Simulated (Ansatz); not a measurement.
# Rhodium, bcc: r²SCAN0 after r²SCAN

How do the levels change when part of the exchange is made exact, and what does it cost? Spin polarisation is left out. The geometry was relaxed under r²SCAN beforehand and is kept. Exact exchange is dear, so the k-mesh is coarse, and r²SCAN is run on the same mesh for comparison.

Computed with Ansatz 0.2.0 (DFT, plane waves (500 eV) with PBE-made PAW files, scalar-relativistic; functionals as named at each step, unless a step says otherwise).

## 1. The system as given

The structure is cubic, space group Im-3m (No. 229). The conventional cell has a = 3.046 Å, b = 3.046 Å, c = 3.046 Å, α = 90.00°, β = 90.00°, γ = 90.00°. Rh (site symmetry m-3m) has 8 Rh at 2.64 Å as nearest neighbours.

Coordinates:

```xyz
1
Lattice="-1.5229 1.5229 1.5229 1.5229 -1.5229 1.5229 1.5229 1.5229 -1.5229" Properties=species:S:1:pos:R:3 pbc="T T T"
Rh    0.0000    0.0000    0.0000
```

## 2. r²SCAN on the coarse mesh

The run with r²SCAN.

input.yaml

```yaml
crystal:
  lattice:
    - [-1.5228835681, 1.5228835681, 1.5228835681]
    - [1.5228835681, -1.5228835681, 1.5228835681]
    - [1.5228835681, 1.5228835681, -1.5228835681]
  atoms:
    - { symbol: Rh, position: [0.0, 0.0, 0.0] }
hamiltonian:
  xc: r2scan
  pseudopotentials:
    kind: paw
    azcp:
      Rh: "pseudopotentials/Rh.paw.azcp"
basis:
  ecutwfc: 500
  fft_grid_basis: typed
kpoints:
  mp_grid: { grid: [7, 7, 7], shift: [0, 0, 0] }
magnetization:
  spin_polarized: false
scf:
  occupations: { method: fermi_dirac, width: 0.1 }
```

The run is started by

```
$ ansatz run input.yaml --threads 4 --pin off --max-ram 8192MiB --backend cpu --events-out ev --progress --plain --runs-dir out
```

## 3. r²SCAN0 on the coarse mesh

The run with r²SCAN0.

input.yaml: that of step 2 with these lines changed.

```diff
@@ -8,3 +8,3 @@
 hamiltonian:
-  xc: r2scan
+  xc: r2scan0
   pseudopotentials:
```

(Steps that only read results are left out.)

Before running it: what results should come out? Wanted: r²SCAN: gap; r²SCAN0: gap; r²SCAN0: relative to fcc.

The runs gave:

```
                             quantity                         value
                          r²SCAN: gap  none (levels filled in part)
                         r²SCAN0: gap  none (levels filled in part)
  r²SCAN0: SCF cycles, exchange loops                         23, 4
r²SCAN0: CPU time over that of r²SCAN                            17
             r²SCAN0: relative to fcc                 +467 meV/atom
```

Neither r²SCAN nor r²SCAN0 shows a clean gap on this mesh. The hybrid took 17 times as much CPU time as r²SCAN on the same settings. r²SCAN0 needed 4 outer loops of the exchange operator. The dense-mesh value adds +50.7 meV/atom, the change that r²SCAN shows between the coarse mesh and its own dense run (not shown). Under r²SCAN0 it lies 467 meV/atom above fcc (computed apart in the same way); on such meshes a few tens of meV are uncertain for metals. The total energies in the logs cannot be compared from one functional to another.
